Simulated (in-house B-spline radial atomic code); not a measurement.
**Hf⁹⁺: ionisation energy by several methods**

Wanted: one ionisation energy, Hf⁹⁺ to configuration [Kr] 4d10 4f12 5s2 5p2, up the ladder of functionals.

The numbers are computed with in-house B-spline radial atomic code version 1 (Dirac-Coulomb, several functionals; spherical all-electron atom at the radial basis limit), except any that are marked as measured or tabulated.

## 1. What is computed

```
element       : hafnium (Z = 72)
charge        : +9
electrons     : 63
configuration : [Kr] 4d10 4f13 5s2 5p2
nucleus       : Fermi, rms radius 5.347 fm
```

Outer shells as boxes (Hund's rule):

[Kr] 4d10 4f13 5s2 5p2
```
[Kr] core
4d [↑↓][↑↓][↑↓][↑↓][↑↓]
4f [↑↓][↑↓][↑↓][↑↓][↑↓][↑↓][↑ ]
5s [↑↓]
5p [↑ ][↑ ][  ]
```

The boxes only draw the filling; these runs are spin-restricted and spherical.

## 2. OLYP, a GGA

The run's settings:

```ini
Z = 72
electrons = 63.0
configuration = [Kr] 4d10 4f13 5s2 5p2
hamiltonian = dirac
method = optx,lyp
spin_polarised = False
nucleus = fermi
rms_radius = 5.347
mass_number = 180
atomic_mass = 179.946559537
speed_of_light = 137.035999084
```

## 3. LDA (VWN5)

Changes to the settings of step 2:

```diff
@@ -4,3 +4,3 @@
 hamiltonian = dirac
-method = optx,lyp
+method = lda,vwn
 spin_polarised = False
```

## 4. PBE, a GGA

Changes to the settings of step 3:

```diff
@@ -4,3 +4,3 @@
 hamiltonian = dirac
-method = lda,vwn
+method = pbe,pbe
 spin_polarised = False
```

## 5. BP86, a GGA

Changes to the settings of step 4:

```diff
@@ -4,3 +4,3 @@
 hamiltonian = dirac
-method = pbe,pbe
+method = b88,p86
 spin_polarised = False
```

## 6. PW91, a GGA

Changes to the settings of step 5:

```diff
@@ -4,3 +4,3 @@
 hamiltonian = dirac
-method = b88,p86
+method = pw91,pw91
 spin_polarised = False
```

## 7. BLYP, a GGA

Changes to the settings of step 6:

```diff
@@ -4,3 +4,3 @@
 hamiltonian = dirac
-method = pw91,pw91
+method = b88,lyp
 spin_polarised = False
```

**Question.** The tabulated ionisation energy is 187 ± 9 eV (tabulated theoretical; NIST Atomic Spectra Database). What does each method give, and which comes nearest?

The runs gave:

| method | rung | total energy (hartree) | ΔSCF (eV) | with Breit, QED, recoil (eV) | −ε highest (eV) | corrected ΔSCF less tabulated (eV) |
| --- | --- | --- | --- | --- | --- | --- |
| LDA (VWN5) | LDA | -15062.0904 | 177.55 | 177.67 | 161.98 (4f7/2) | -9.33 |
| OLYP | GGA | -15076.6538 | 178.08 | 178.20 | 162.13 (5p3/2) | -8.80 |
| PBE | GGA | -15071.2253 | 177.08 | 177.20 | 161.50 (4f7/2) | -9.80 |
| BP86 | GGA | -15073.1044 | 177.22 | 177.34 | 161.64 (4f7/2) | -9.66 |
| PW91 | GGA | -15072.7619 | 177.23 | 177.34 | 161.65 (4f7/2) | -9.66 |
| BLYP | GGA | -15072.1713 | 176.84 | 176.96 | 161.27 (4f7/2) | -10.04 |

What this shows: The tabulated ionisation energy is 187 ± 9 eV (tabulated theoretical; NIST Atomic Spectra Database). OLYP comes nearest (-8.80 eV) and BLYP is farthest (-10.04 eV, 5.4 %). The table's own uncertainty exceeds the spread between the methods, so their order is not settled. All methods miss on the same side by much the same amount, which points to something that they share. PBE is off by -9.80 eV. Open shells are averaged (over orientations, and over spins where the run is restricted), while tables refer to the lowest levels. ΔSCF removes a 4f electron, which is not the highest level in every run, so the two columns can refer to different electrons.
